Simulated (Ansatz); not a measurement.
Task: a convergence test of the plane-wave cutoff of Sn3Se, space group Pm-3m, with the Python package of Ansatz (0.2.0). Give the script and its output. Settings (first run): PBE, PAW, cutoff 300 eV, 5×5×5 k-points, Fermi-Dirac smearing of 0.05 eV. The script varies cutoff (eV): 300, 400, 500, 600, 700, 800.

```xyz
4
Lattice="4.7419 0.0000 0.0000 0.0000 4.7419 0.0000 0.0000 0.0000 4.7419" Properties=species:S:1:pos:R:3 pbc="T T T"
Sn    0.0000    2.3709    2.3709
Sn    2.3709    0.0000    2.3709
Sn    2.3709    2.3709    0.0000
Se    0.0000    0.0000    0.0000
```

`sn3se.py`
```python
# -*- coding: utf-8 -*-
"""Cutoff test for Sn3Se."""

import ansatz as az
from ase import Atoms
from tabulate import tabulate


def main():
    atoms = Atoms(
        ["Sn", "Sn", "Sn", "Se"],
        scaled_positions=[
            (0.0, 0.5, 0.5),
            (0.5, 0.0, 0.5),
            (0.5, 0.5, 0.0),
            (0.0, 0.0, 0.0),
        ],
        cell=[
            (4.74188, 0.0, 0.0),
            (0.0, 4.74188, 0.0),
            (0.0, 0.0, 4.74188),
        ],
        pbc=True,
    )
    sn3se = az.Crystal.from_ase(atoms)

    setup = (
        sn3se.calculation()
        .functional("pbe")
        .kpoints(mesh=(5, 5, 5))
        .occupations(az.OccupationsMethod.FERMI_DIRAC, width=0.05)
    )

    rows = []
    for value in [300, 400, 500, 600, 700, 800]:
        r = setup.basis(value).run().report
        rows.append((value, r["free_energy_ev"] / len(r["lattice"]["sites"]), r["n_iterations"], r["n_pw"]))

    print(tabulate(rows, headers=["cutoff (eV)", "F/atom (eV)", "iterations", "plane waves"], floatfmt=".4f", tablefmt="github"))

    # the last row is the reference
    for row in rows[:-1]:
        shift = 1000 * (row[1] - rows[-1][1])
        print(f"{row[0]}: {shift:+.2f} meV/atom" + ("  (within 2 meV)" if abs(shift) < 2 else ""))


if __name__ == "__main__":
    main()
```

Output of `python sn3se.py`:
```text
DeckWarning: basis.ecutwfc = 300 eV is below the records' recommended 420 eV, and the density's cutoff is lower with it unless basis.ecutrho_ratio is high enough to keep the records' density cutoff: compare with a run at a higher cutoff
DeckWarning: basis.ecutwfc = 400 eV is below the records' recommended 420 eV, and the density's cutoff is lower with it unless basis.ecutrho_ratio is high enough to keep the records' density cutoff: compare with a run at a higher cutoff
|   cutoff (eV) |   F/atom (eV) |   iterations |   plane waves |
|---------------|---------------|--------------|---------------|
|           300 |    -5885.3463 |            8 |          1237 |
|           400 |    -5885.3797 |            8 |          1935 |
|           500 |    -5885.3807 |            8 |          2721 |
|           600 |    -5885.3808 |            8 |          3575 |
|           700 |    -5885.3808 |            8 |          4457 |
|           800 |    -5885.3808 |            8 |          5449 |
300: +34.53 meV/atom
400: +1.14 meV/atom  (within 2 meV)
500: +0.15 meV/atom  (within 2 meV)
600: +0.06 meV/atom  (within 2 meV)
700: +0.02 meV/atom  (within 2 meV)
```
(Warnings from the package without file and line.)

From 400 eV on it stays within 2 meV an atom of the value at 800 eV; the first row (300 eV) is off by 34.5 meV and the last but one by 0.02 meV. The energy falls steadily, as expected when plane waves are added.

Reading the output:
- For a metal this k-point mesh is coarse: on a finer one energies can move by several to tens of meV an atom and pressures by half a GPa or more, differences at one mesh by less.
- The structure comes from a database of computed cells and needn't be a stable or known phase.
- Shifts are counted from the last row, which is itself no proven limit.
- Wall time of the script: 21 s on 1 thread of Arm Neoverse V1 (shared host), peak memory 0.52 GiB.
